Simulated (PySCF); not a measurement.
**A gas-phase reaction: F2H2OSi + FH → F3HSi + H2O**

What reaction energy should one expect for `O[SiH](F)F` + `F` → `F[SiH](F)F` + `O`?

Programs: PySCF 2.14.0. All values are calculated, for the isolated system unless a continuum is named. Atoms count from 0, parts from 1.

### 1 Starting point

Each species was relaxed by itself at PBE0-D3(BJ)/def2-SVPD.

### 2 Energies of the species: wB97M-D3(BJ)/def2-TZVPD

Job settings and geometry (Å):

```
{"job": {"kind": "react", "xc": "wB97M-D3(BJ)", "basis": "def2-TZVPD"}, "charge": 0, "multiplicity": 1}
-1 F2H2OSi charge 0 multiplicity 1
O      0.156490    -1.274570     0.042730
Si    -0.000510     0.346780     0.188810
F      1.020580     1.123320    -0.799590
F     -1.475190     0.832440    -0.271440
H      0.019200    -1.714970    -0.799500
H      0.250190     0.728940     1.582680

-1 FH charge 0 multiplicity 1
F      0.459030    -0.030560     0.006610
H     -0.459030     0.030560    -0.006610

+1 F3HSi charge 0 multiplicity 1
F     -0.832580     1.298910    -0.394050
Si    -0.001940    -0.002100     0.052360
F     -0.699320    -1.284450    -0.620080
F      1.481160     0.128810    -0.552590
H      0.034260    -0.126010     1.512350

+1 H2O charge 0 multiplicity 1
O     -0.002360     0.389300    -0.008430
H     -0.761690    -0.199260     0.005310
H      0.764080    -0.190000     0.003100
```

With the program's defaults for keys left out, this is: wB97M-D3(BJ)/def2-TZVPD reaction energy of separated species, gas phase.

The run is started by

```bash
OMP_NUM_THREADS=1 python cluster_run.py task.json out
```

The driver reads the jobs from task.json and runs them one after another.

**Question.** The jobs that follow are: PBE0-D3(BJ)/def2-TZVPD reaction energy of separated species, gas phase; MP2/def2-TZVPD reaction energy of separated species, gas phase. Predict: reaction energy (wB97M-D3(BJ)/def2-TZVPD); ΔH, ΔG at 298 K (xTB thermal terms). Thermal terms come from harmonic xTB runs on each species.

**Answer**, as computed:

| quantity | value |
| --- | --- |
| reaction energy (wB97M-D3(BJ)/def2-TZVPD) | -8.21 kcal/mol |
| ΔH, ΔG at 298 K (xTB thermal terms) | -7.6, -7.4 kcal/mol |
| range of the reaction energy over the runs of this table | -8.21 to -7.85 kcal/mol |

In words: The reaction is exothermic by 7.6 kcal/mol in the gas phase; dispersion gives +0.35, and xTB itself gave -9.77 for the electronic energy (xTB energies and thermal terms come from the earlier relaxation of each species, not shown). No barrier was sought. The reaction energy runs from -8.21 (wB97M-D3(BJ)/def2-TZVPD) to -7.85 kcal/mol (PBE0-D3(BJ)/def2-TZVPD).
